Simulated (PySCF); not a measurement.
# C6H7ClN2: magnetic properties

Wanted: magnetic properties for C6H7ClN2 (`CCc1nnccc1Cl`).

Computed with PySCF 2.14.0 and routines of our own; the level stands in each step. Atoms count from 0.

## 1. The system as given

16 atoms, charge 0, multiplicity 1; geometry from: GFN2-xTB.

## 2. Magnetic properties: GIAO B97-2/pcSseg-1

Job settings and geometry (Å):

```
{"job": {"kind": "mag", "xc": "B97-2", "basis": "pcSseg-1", "isotopologues": 0}, "charge": 0, "multiplicity": 1}
C     -2.288220    -0.182775    -0.184638
C     -1.360035    -0.316404     1.024598
C      0.026075     0.116943     0.668716
N      0.374538     1.345538     1.008750
N      1.538163     1.837165     0.720768
C      2.425321     1.112076     0.073646
C      2.173457    -0.199042    -0.329963
C      0.928672    -0.709566    -0.022631
Cl     0.509910    -2.325115    -0.470247
H     -2.309960     0.848941    -0.526126
H     -1.948514    -0.813476    -1.002720
H     -3.296786    -0.483744     0.086474
H     -1.346049    -1.353965     1.362154
H     -1.718332     0.321761     1.831825
H      3.371399     1.592811    -0.128501
H      2.912765    -0.782202    -0.856032
```

Level: GIAO B97-2/pcSseg-1 magnetisability, rotational g tensor and spin-rotation constants, non-relativistic, gas phase.

The run is started by

```console
$ OMP_NUM_THREADS=1 python excited_run.py task.json out
```

The driver reads the jobs from task.json and runs them one after another.

Standard output:

```text
coarse grid: 14608 points
cycle   1  E = -802.2918998849  dE =  1.514e+00  |g| = 4.218e-01  |ddm| = 4.020e+00
cycle   2  E = -802.2595999524  dE =  3.230e-02  |g| = 5.612e-01  |ddm| = 1.176e+00
cycle   3  E = -802.3307439107  dE = -7.114e-02  |g| = 1.548e-01  |ddm| = 7.575e-01
cycle   4  E = -802.3358932051  dE = -5.149e-03  |g| = 5.924e-02  |ddm| = 1.948e-01
cycle   5  E = -802.3367701025  dE = -8.769e-04  |g| = 1.137e-02  |ddm| = 7.726e-02
cycle   6  E = -802.3367950597  dE = -2.496e-05  |g| = 5.408e-03  |ddm| = 1.733e-02
cycle   7  E = -802.3368015561  dE = -6.496e-06  |g| = 1.449e-03  |ddm| = 5.849e-03
final grid: 138584 points
cycle   8  E = -802.3671943699  dE = -6.790e-05  |g| = 5.690e-03  |ddm| = 5.097e-02
cycle   9  E = -802.3671891543  dE =  5.216e-06  |g| = 6.527e-03  |ddm| = 1.152e-02
cycle  10  E = -802.3671985769  dE = -9.423e-06  |g| = 2.000e-03  |ddm| = 8.115e-03
cycle  11  E = -802.3671995132  dE = -9.363e-07  |g| = 5.118e-04  |ddm| = 2.362e-03
cycle  12  E = -802.3671995807  dE = -6.749e-08  |g| = 9.941e-05  |ddm| = 7.512e-04
cycle  13  E = -802.3671995824  dE = -1.659e-09  |g| = 6.152e-05  |ddm| = 1.616e-04
cycle  14  E = -802.3671995832  dE = -8.504e-10  |g| = 1.550e-05  |ddm| = 7.548e-05
converged SCF energy = -802.3671995832

Magnetisability tensor (1e-30 J/T^2)
    -1112.72      129.80     -348.06
      129.80    -1196.59      259.33
     -348.06      259.33    -1794.28
isotropic -1367.86   principal values   -2039.94  -1099.75   -963.90
isotropic susceptibility -82.375 1e-6 cm^3/mol

Inertial axes            a          b          c
rot. const./GHz      1.8724     1.3741     0.8481
chi total           -63.967    -63.813   -119.343
chi diamagnetic    -751.300   -954.805  -1481.751
chi paramagnetic    687.333    890.992   1362.408
quadrupole/D A       -3.101      2.897      0.204
g nuclear            0.5683     0.5462     0.5477
g electronic        -0.6046    -0.5752    -0.5429
g total             -0.0363    -0.0290     0.0049

Spin-rotation constants (kHz, H = +C I.J)
atom  isotope        aa         bb         cc
  3    14N        0.707      0.326      0.048
  4    14N        0.579      0.432      0.040
  8   35Cl        0.296      0.404      0.244
  9     1H       -0.106     -0.111     -0.051
 10     1H       -0.160     -0.038     -0.068
 11     1H       -0.058     -0.080     -0.090
 12     1H       -0.050     -0.114     -0.046
 13     1H       -0.166      0.011     -0.067
 14     1H        0.117     -0.058     -0.072
 15     1H       -0.208      0.146     -0.085
  0    13C*       0.257      0.201      0.113
  1    13C*       0.306      0.221      0.146
  2    13C*       0.946      0.581      0.144
  5    13C*       0.861      0.540      0.148
  6    13C*       0.626      0.628      0.117
  7    13C*       0.817      0.541      0.154
* in the singly substituted isotopologue
```

It took 28 s on 1 thread of Arm Neoverse V2, shared host; peak memory 0.89 GiB.

In short:

```tsv
quantity	value
magnetisability	-1368·10⁻³⁰ J/T²
molar susceptibility	-82.4·10⁻⁶ cm³/mol
rotational g (a, b, c)	-0.0363, -0.0290, 0.0049
```

## 3. Magnetic properties: GIAO KT1/ANO-RCC-VDZP

Settings changed since step 2:

```diff
@@ -1,2 +1,2 @@
-{"job": {"kind": "mag", "xc": "B97-2", "basis": "pcSseg-1", "isotopologues": 0}, "charge": 0, "multiplicity": 1}
+{"job": {"kind": "mag", "xc": "KT1", "basis": "ANO-RCC-VDZP", "scf": {"conv": 1e-07}}, "charge": 0, "multiplicity": 1}
 C     -2.288220    -0.182775    -0.184638
```

Level: GIAO KT1/ANO-RCC-VDZP magnetisability, rotational g tensor and spin-rotation constants, non-relativistic, gas phase.

Standard output:

```text
final grid: 138584 points
cycle   1  E = -808.8672883976  dE =  1.338e+00  |g| = 4.407e-01  |ddm| = 6.006e+00
cycle   2  E = -808.8038667534  dE =  6.342e-02  |g| = 6.538e-01  |ddm| = 1.393e+00
cycle   3  E = -808.9106912391  dE = -1.068e-01  |g| = 1.997e-01  |ddm| = 9.941e-01
cycle   4  E = -808.9196808871  dE = -8.990e-03  |g| = 8.664e-02  |ddm| = 3.262e-01
cycle   5  E = -808.9216737828  dE = -1.993e-03  |g| = 1.753e-02  |ddm| = 1.237e-01
cycle   6  E = -808.9217320446  dE = -5.826e-05  |g| = 9.433e-03  |ddm| = 2.835e-02
cycle   7  E = -808.9217511866  dE = -1.914e-05  |g| = 3.523e-03  |ddm| = 1.301e-02
cycle   8  E = -808.9217543888  dE = -3.202e-06  |g| = 9.008e-04  |ddm| = 5.072e-03
cycle   9  E = -808.9217545989  dE = -2.101e-07  |g| = 1.756e-04  |ddm| = 1.226e-03
cycle  10  E = -808.9217546068  dE = -7.911e-09  |g| = 5.250e-05  |ddm| = 2.528e-04
converged SCF energy = -808.9217546068

Magnetisability tensor (1e-30 J/T^2)
    -1110.42      115.76     -330.15
      115.76    -1194.03      240.36
     -330.15      240.36    -1746.06
isotropic -1350.17   principal values   -1977.21  -1104.38   -968.93
isotropic susceptibility -81.309 1e-6 cm^3/mol

Inertial axes            a          b          c
rot. const./GHz      1.8724     1.3741     0.8481
chi total           -64.615    -63.593   -115.720
chi diamagnetic    -751.915   -954.835  -1481.917
chi paramagnetic    687.301    891.242   1366.197
quadrupole/D A       -2.515      2.488      0.027
g nuclear            0.5683     0.5462     0.5477
g electronic        -0.6046    -0.5753    -0.5444
g total             -0.0363    -0.0292     0.0033

Spin-rotation constants (kHz, H = +C I.J)
atom  isotope        aa         bb         cc
  3    14N        0.620      0.302      0.049
  4    14N        0.522      0.384      0.037
  8   35Cl        0.277      0.358      0.237
  9     1H       -0.107     -0.113     -0.051
 10     1H       -0.160     -0.036     -0.068
 11     1H       -0.055     -0.077     -0.093
 12     1H       -0.046     -0.114     -0.043
 13     1H       -0.170      0.014     -0.071
 14     1H        0.117     -0.059     -0.074
 15     1H       -0.207      0.150     -0.088
  0    13C*       0.243      0.192      0.107
  1    13C*       0.293      0.209      0.143
  2    13C*       0.879      0.540      0.140
  5    13C*       0.780      0.497      0.146
  6    13C*       0.574      0.577      0.114
  7    13C*       0.756      0.507      0.152
* in the singly substituted isotopologue
```

Wall time 92 s (1 thread of Arm Neoverse V2, shared host); peak memory 0.75 GiB.

Key values:

```tsv
quantity	value
magnetisability	-1350·10⁻³⁰ J/T²
molar susceptibility	-81.3·10⁻⁶ cm³/mol
rotational g (a, b, c)	-0.0363, -0.0292, 0.0033
```

## 4. The levels compared

```tsv
level	ξ (10⁻³⁰ J/T²)	g(a)	g(b)	gap (eV)	functions	time
GIAO B97-2/pcSseg-1	-1368	-0.0363	-0.0290	4.91	195	28 s
GIAO KT1/ANO-RCC-VDZP	-1350	-0.0363	-0.0292	3.02	165	92 s
```

## 5. Outcome

| quantity | value |
| --- | --- |
| magnetisability (step 2, GIAO B97-2/pcSseg-1) | -1368·10⁻³⁰ J/T² |
| molar susceptibility (step 2, GIAO B97-2/pcSseg-1) | -82.4·10⁻⁶ cm³/mol |
| rotational g (a, b, c) (step 2, GIAO B97-2/pcSseg-1) | -0.0363, -0.0290, 0.0049 |
| magnetisability over the levels | -1368 to -1350·10⁻³⁰ J/T² |

The magnetisability spreads by 1.3 % over 2 levels, from GIAO B97-2/pcSseg-1 (28 s) to GIAO KT1/ANO-RCC-VDZP (92 s); the runs took 28 s to 92 s. Two levels can agree by chance, so this spread shows no convergence. Vibrational averaging and real surroundings are missing from these values.
